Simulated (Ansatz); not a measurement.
# BClH4OSSi: the cost of one run

Program: Ansatz 0.2.0. Level of theory: RKS r2SCANh/def2-SVP. These are calculated values, not measurements.

### 1 The system as given

Bond lengths: B1–O2 1.472 Å, O2–Si3 1.718 Å, Si3–S4 2.102 Å, Si3–Cl5 2.131 Å, B1–H6 1.143 Å, B1–H7 1.201 Å, Si3–H8 1.430 Å, S4–H9 1.405 Å. Angles: B1–O2–Si3 104.7°, O2–B1–H6 122.7°, O2–B1–H7 117.4°, H6–B1–H7 118.8°, O2–Si3–S4 109.9°, O2–Si3–Cl5 108.9°, O2–Si3–H8 111.2°, S4–Si3–Cl5 106.4°, S4–Si3–H8 112.5°, Cl5–Si3–H8 107.8°, Si3–S4–H9 91.2°.

Coordinates:

```xyz
9

B     0.1187    1.4891    1.1691
O    -0.0523    1.2387   -0.2715
Si   -0.0649   -0.4734   -0.4166
S    -0.6442   -1.0212   -2.3619
Cl    1.9203   -1.2029   -0.1521
H     1.1358    1.7130    1.6405
H    -0.8741    1.6668    1.8220
H    -0.8886   -1.0710    0.5876
H    -0.5622   -2.3853   -2.0343
```

### 2 End point A

input.yaml reads:

```yaml
crystal:
  periodic: [false, false, false]
  atoms:
    - { symbol: B, position_ang: [0.1187, 1.4891, 1.1691] }
    - { symbol: O, position_ang: [-0.0523, 1.2387, -0.2715] }
    - { symbol: Si, position_ang: [-0.0649, -0.4734, -0.4166] }
    - { symbol: S, position_ang: [-0.6442, -1.0212, -2.3619] }
    - { symbol: Cl, position_ang: [1.9203, -1.2029, -0.1521] }
    - { symbol: H, position_ang: [1.1358, 1.713, 1.6405] }
    - { symbol: H, position_ang: [-0.8741, 1.6668, 1.822] }
    - { symbol: H, position_ang: [-0.8886, -1.071, 0.5876] }
    - { symbol: H, position_ang: [-0.5622, -2.3853, -2.0343] }
basis:
  gaussian: { orbitals: def2-SVP }
hamiltonian:
  xc: r2scanh
relax:
  f_tol: 0.015
  max_steps: 40
output:
  orbitals: {}
```

Command:

```sh
> ansatz run input.yaml --threads 2 --pin off --max-ram 3072MiB --backend cpu --events-out ev --progress --plain --runs-dir out
```

Q: Estimate wall time and peak memory on 2 threads of Arm Neoverse V2, shared host.

About 69 s, with a peak of 0.25 GiB.
